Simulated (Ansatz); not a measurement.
# Be2PtF: the cost of one run

Method: DFT PBE, scalar-relativistic, plane waves, PAW, in Ansatz 0.2.0.

The COD entry's cell or inner coordinates are ideal or old and differ from later refinements, so a difference from it is no clean test against experiment.

3 further runs of the same task are left out: 1 that didn't finish, 2 set aside as unsound or not needed. Runs told in other sessions of the task aren't counted.

## 1. Starting point

It takes space group R-3m (No. 166, trigonal). The conventional cell has a = 2.977 Å, b = 2.977 Å, c = 15.713 Å, α = 90.00°, β = 90.00°, γ = 120.00°. Be (site symmetry 3m) is surrounded by 3 F at 1.93 Å. Pt (site symmetry -3m) has 6 Be at 2.45 Å in its first shell of neighbours. Around F (site symmetry -3m) lie 6 Be at 1.93 Å.

Coordinates:

```
Be Pt F
1.0
     1.48843    0.85935    5.23769
    -1.48843    0.85935    5.23769
     0.00000   -1.71870    5.23769
Be Pt F
2 1 1
Cartesian
  0.0000 0.0000 3.4883
  0.0000 0.0000 12.2248
  0.0000 0.0000 0.0000
  0.0000 0.0000 7.8565
```

(A quick probe on a coarse mesh, which set the mesh and smearing, is not shown.)

## 3. A loose first relaxation

Contents of input.yaml:

```yaml
crystal:
  lattice:
    - [1.488434792, 0.8593482278, 5.2376890933]
    - [-1.488434792, 0.8593482278, 5.2376890933]
    - [0.0, -1.7186964557, 5.2376890933]
  atoms:
    - { symbol: Be, position: [0.222, 0.222, 0.222] }
    - { symbol: Be, position: [0.778, 0.778, 0.778] }
    - { symbol: Pt, position: [0.0, 0.0, 0.0] }
    - { symbol: F, position: [0.5, 0.5, 0.5] }
basis:
  ecutwfc: 420
kpoints:
  mp_grid: { grid: [6, 6, 6] }
hamiltonian:
  xc: pbe
scf:
  occupations: { method: gaussian, width: 0.1 }
  lower_state_search: "off"
output:
  forces: true
  stress: true
  eigenvalues: true
relax:
  adjacent_minimum: "off"
  f_tol: 0.04
  max_steps: 70
  cell: { stress_tol: 0.4 }
```

Run with:

```
> ansatz run input.yaml --threads 1 --pin off --max-ram 2560MiB --backend cpu --events-out ev --progress --plain --runs-dir out
```

What time and memory should one allow on 1 thread of Arm Neoverse V2, shared host?

About 18 s, with a peak of 0.32 GiB.
